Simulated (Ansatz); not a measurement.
# CH₈OSSi₂: a ladder of functionals and wavefunction methods

An exercise on one series of results from a longer session: the logs are not shown, and one member is left open.

Program: Ansatz 0.2.0, Gaussian basis. Level of theory: functionals in def2-TZVPP, the program's frozen cores in correlated methods. These are calculated values, not measurements.

The runs, in order: PBE-D4, r2SCAN-D4, PBE0-D4, B3LYP-D4, ωB97X-V, ωB97M-V, B2PLYP; CCSD(T)/def2-TZVPP; MP2/def2-QZVPP; extrapolation to the limit.

## Structure used throughout

An earlier PBE0-D4 in a triple-zeta def2 set relaxation fixed the geometry.

SMILES `OC([SiH3])([SiH3])S`, 13 atoms, charge 0, spin multiplicity 1.

Atoms are counted from 1 here; the program's logs count them from 0.

Bond lengths: O1–C2 1.423 Å, O1–H6 0.965 Å, C2–Si3 1.907 Å, C2–Si4 1.896 Å, C2–S5 1.810 Å, Si3–H7 1.484 Å, Si3–H8 1.484 Å, Si3–H9 1.488 Å, Si4–H10 1.487 Å, Si4–H11 1.485 Å, Si4–H12 1.484 Å, S5–H13 1.348 Å. Angles: C2–O1–H6 108.2°, O1–C2–Si3 109.5°, O1–C2–Si4 107.1°, O1–C2–S5 113.6°, Si3–C2–Si4 111.3°, Si3–C2–S5 107.0°, Si4–C2–S5 108.6°, C2–Si3–H7 111.8°, C2–Si3–H8 107.9°, C2–Si3–H9 107.6°, H7–Si3–H8 110.1°, H7–Si3–H9 110.0°, H8–Si3–H9 109.4°, C2–Si4–H10 108.3°, C2–Si4–H11 110.4°, C2–Si4–H12 108.4°, H10–Si4–H11 109.9°, H10–Si4–H12 110.1° and more.

Geometry (Å):

```
O    -1.3925    0.9821   -0.2950
C    -0.1379    0.4015    0.0432
Si   -0.3653   -0.7986    1.5080
Si    0.4882   -0.5071   -1.4989
S     1.1094    1.6146    0.5432
H    -1.6387    1.5979    0.4053
H     0.9178   -1.4282    1.9087
H    -1.3378   -1.8414    1.0967
H    -0.9278   -0.0196    2.6447
H     0.8394    0.5069   -2.5278
H    -0.5609   -1.4185   -2.0237
H     1.6905   -1.2928   -1.1251
H     1.3358    2.1685   -0.6644
```

Set-up of the first run:

Input file in.yaml:

```yaml
crystal:
  periodic: [false, false, false]
  atoms:
    - {symbol: O, position_ang: [-1.392526, 0.982063, -0.295028]}
    - {symbol: C, position_ang: [-0.137881, 0.401464, 0.043188]}
    - {symbol: Si, position_ang: [-0.365251, -0.798565, 1.507972]}
    - {symbol: Si, position_ang: [0.488242, -0.507145, -1.498883]}
    - {symbol: S, position_ang: [1.109428, 1.614555, 0.543170]}
    - {symbol: H, position_ang: [-1.638730, 1.597943, 0.405311]}
    - {symbol: H, position_ang: [0.917754, -1.428174, 1.908674]}
    - {symbol: H, position_ang: [-1.337756, -1.841365, 1.096664]}
    - {symbol: H, position_ang: [-0.927757, -0.019575, 2.644671]}
    - {symbol: H, position_ang: [0.839400, 0.506852, -2.527761]}
    - {symbol: H, position_ang: [-0.560905, -1.418498, -2.023656]}
    - {symbol: H, position_ang: [1.690543, -1.292815, -1.125072]}
    - {symbol: H, position_ang: [1.335841, 2.168459, -0.664450]}
basis:
  gaussian: {orbitals: def2-TZVPP}
hamiltonian: {xc: pbe, dispersion: d4}
output: {forces: true, orbitals: {seedname: orbitals}}
```

Started as:

```
$ ansatz run in.yaml --threads 4 --pin off --events-out ev --progress --plain --max-ram 10444MiB
```

Steps of the session up to this table: PBE-D4 (GGA); r2SCAN-D4 (meta-GGA); PBE0-D4 (hybrid); B3LYP-D4 (hybrid); ωB97X-V (range-separated); ωB97M-V (range-separated); B2PLYP (double hybrid); CCSD(T) in def2-TZVPP; MP2 in def2-QZVPP.

One of the session's tables, all rows but one given; the rest of the session is left out.

```
            method  atomisation energy (eV)
            PBE-D4                   43.121
         r2SCAN-D4                   42.891
           PBE0-D4                   42.546
          B3LYP-D4                   42.749
           ωB97X-V                   43.181
           ωB97M-V                   43.049
            B2PLYP                   42.119
     HF/def2-TZVPP                   30.684
    MP2/def2-TZVPP                   41.977
   CCSD/def2-TZVPP                   41.083
CCSD(T)/def2-TZVPP                        ?
           MP2/CBS                   43.227
       CCSD(T)/CBS                   42.962
```

Q: Estimate the row for CCSD(T)/def2-TZVPP from the others.

As computed: atomisation energy (eV): 41.711. In the column «atomisation energy (eV)» it lies between CCSD/def2-TZVPP (41.083) and MP2/def2-TZVPP (41.977).
